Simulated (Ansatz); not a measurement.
**UB3LYP/def2-SVP (core potential) run of SnH2ClO2 (SMILES [OH][Sn]([OH])[Cl])**

What is the electronic atomisation energy of SnH2ClO2 at UB3LYP/def2-SVP (core potential)? 

The calculation is run with Ansatz 0.2.0.

63 further runs of the same task are left out: 63 set aside as unsound or not needed.

## (1) The molecule

SnH2ClO2: 6 atoms, total charge 0, spin state doublet. As SMILES, `[OH][Sn]([OH])[Cl]`. Geometry: relaxed at PBE0-D4/def2-TZVP. This is one conformer, not always the lowest.

Bond lengths: O1–Sn2 1.969 Å, Sn2–O3 1.960 Å, Sn2–Cl4 2.349 Å, O1–H5 0.962 Å, O3–H6 0.964 Å. Angles: O1–Sn2–O3 101.9°, O1–Sn2–Cl4 109.1°, O3–Sn2–Cl4 108.0°, Sn2–O1–H5 114.3°, Sn2–O3–H6 110.7°.

## (2) The energy at UB3LYP/def2-SVP (core potential)

The input, input.yaml:

```yaml
crystal:
  periodic: [false, false, false]
  atoms:
    - symbol: O
      position_ang: [-0.447400, 1.400500, -0.158300]
    - symbol: Sn
      position_ang: [0.371800, -0.318200, -0.659700]
    - symbol: O
      position_ang: [1.256500, -0.847900, 1.007700]
    - symbol: Cl
      position_ang: [-1.328200, -1.877100, -1.106600]
    - symbol: H
      position_ang: [-1.182700, 1.666400, -0.718500]
    - symbol: H
      position_ang: [1.372100, -0.087800, 1.589200]
basis:
  gaussian: {orbitals: def2-SVP}
hamiltonian: {xc: {name: B3LYP}}
magnetization: {spin_polarized: true, initial_magnetization: 1}
output: {orbitals: {seedname: orbitals}}
accuracy: high
```

The run is started by

```console
$ ansatz run input.yaml --threads 1 --pin off --max-ram 3480MiB --events-out events.jsonl --progress --plain --runs-dir runs
```

The log of the run:

```text
Warning: RAYON_NUM_THREADS=1 ignored (pool sized by the plan → 1); use --threads N
Functional definition: B3LYP
  name "B3LYP"
  parameter a0 = 0.2
  parameter ax = 0.72
  parameter ac = 0.81
  exchange = (1 - a0 - ax)*slater_x + ax*b88_x + a0*exact_x
  correlation = (1 - ac)*vwn_rpa_c + ac*lyp_c
1801 factors; integrals over basis functions are off by at most 3.3e-9 eV
mean field evaluation 1: about -22465.9469 eV, gradient 5.4e1 eV
mean field evaluation 2: about -22400.3502 eV, gradient 1.3e2 eV
mean field evaluation 4: about -22476.3849 eV, gradient 9.2e0 eV
mean field evaluation 8: about -22476.7999 eV, gradient 4.4e-1 eV
mean field evaluation 16: about -22476.9049 eV, gradient 1.5e-3 eV
mean field -22476.90487099 eV, -826.0110186157 hartree, gradient 7.0e-8 eV, S^2 0.753912; 0 other end points of the search recorded, 0 dependent functions left out
reference -22476.90490768 eV, -826.0110199639 hartree; 29, 28 occupied and 53, 54 virtual orbitals, 1801 factors
Total energy: -22476.90490768 eV, -826.0110199639 hartree
```

It took 13 s on 1 thread of Arm Neoverse V2, shared host; peak memory 0.42 GiB.

## (3) The Cl atom at the same level

The input, run.yaml:

```yaml
crystal:
  periodic: [false, false, false]
  atoms:
    - {symbol: Cl, position_ang: [0.000000, 0.000000, 0.000000]}
basis:
  gaussian:
    orbitals: def2-SVP
magnetization:
  spin_polarized: true
  initial_magnetization: 1
hamiltonian:
  xc: {name: B3LYP}
accuracy: high
```

Run the same way, it converges to -460.00600 Eh (log not shown).

## (4) The H atom, same level

The input, molecule.yaml:

```yaml
crystal:
  periodic: [false, false, false]
  atoms:
    - {symbol: H, position_ang: [0.000000, 0.000000, 0.000000]}
basis:
  gaussian:
    orbitals: def2-SVP
hamiltonian:
  xc: {name: B3LYP}
accuracy: high
magnetization:
  spin_polarized: true
  initial_magnetization: 1
```

Run the same way, it converges to -0.50126 Eh (log not shown).

## (5) The O atom at the same level

The input, job.yaml:

```yaml
crystal:
  periodic: [false, false, false]
  atoms:
    - symbol: O
      position_ang: [0.000000, 0.000000, 0.000000]
basis:
  gaussian:
    orbitals: def2-SVP
magnetization:
  spin_polarized: true
  initial_magnetization: 2
hamiltonian:
  xc: {name: B3LYP}
accuracy: high
```

The run is started by

```console
$ ansatz run job.yaml --threads 1 --pin off --max-ram 3480MiB --events-out events.jsonl --progress --plain --runs-dir runs
```

The log of the run, shortened:

```text
Warning: RAYON_NUM_THREADS=1 ignored (pool sized by the plan → 1); use --threads N
[... 7 set-up lines as earlier in the session ...]
95 factors; integrals over basis functions are off by at most 1.3e-9 eV
mean field evaluation 1: about -2040.7572 eV, gradient 5.7e0 eV
mean field evaluation 2: about -2040.8320 eV, gradient 3.3e0 eV
mean field evaluation 4: about -2040.8746 eV, gradient 2.0e-2 eV
mean field evaluation 8: about -2040.8746 eV, gradient 1.1e-4 eV
mean field -2040.87459963 eV, -75.0007581818 hartree, gradient 3.9e-8 eV, S^2 2.002256; 0 other end points of the search recorded, 0 dependent functions left out
reference -2040.87461082 eV, -75.0007585933 hartree; 5, 3 occupied and 9, 11 virtual orbitals, 95 factors
Total energy: -2040.87461082 eV, -75.0007585933 hartree
```

Wall time 0.26 s (1 thread of Arm Neoverse V2, shared host).

## (6) The Sn atom at the same level

The input, in.yaml:

```yaml
crystal:
  periodic: [false, false, false]
  atoms:
    - {symbol: Sn, position_ang: [0.000000, 0.000000, 0.000000]}
basis:
  gaussian:
    orbitals: def2-SVP
total_charge: 0
magnetization:
  spin_polarized: true
  initial_magnetization: 2
hamiltonian:
  xc: {name: B3LYP}
accuracy: high
```

Run the same way, it converges to -214.32235 Eh (log not shown).

## (7) Summary of results

Level: UB3LYP/def2-SVP (core potential).

| quantity | value |
| --- | --- |
| molecule: total energy | -826.01102 Eh |
| molecule: HOMO energy (highest over α and β) | -6.67 eV |
| molecule: LUMO energy (lowest over α and β) | -4.42 eV |
| molecule: ⟨S²⟩ | 0.754 |
| Cl atom: total energy | -460.00600 Eh |
| Cl atom: ⟨S²⟩ | 0.752 |
| H atom: total energy | -0.50126 Eh |
| H atom: ⟨S²⟩ | 0.750 |
| O atom: total energy | -75.00076 Eh |
| O atom: ⟨S²⟩ | 2.002 |
| Sn atom: total energy | -214.32235 Eh |
| Sn atom: ⟨S²⟩ | 2.002 |
| electronic atomisation energy | 18.466 eV |

**Reading.** Taking the molecule apart into free atoms costs 18.47 eV (426 kcal/mol), before zero-point energy and without spin-orbit coupling.
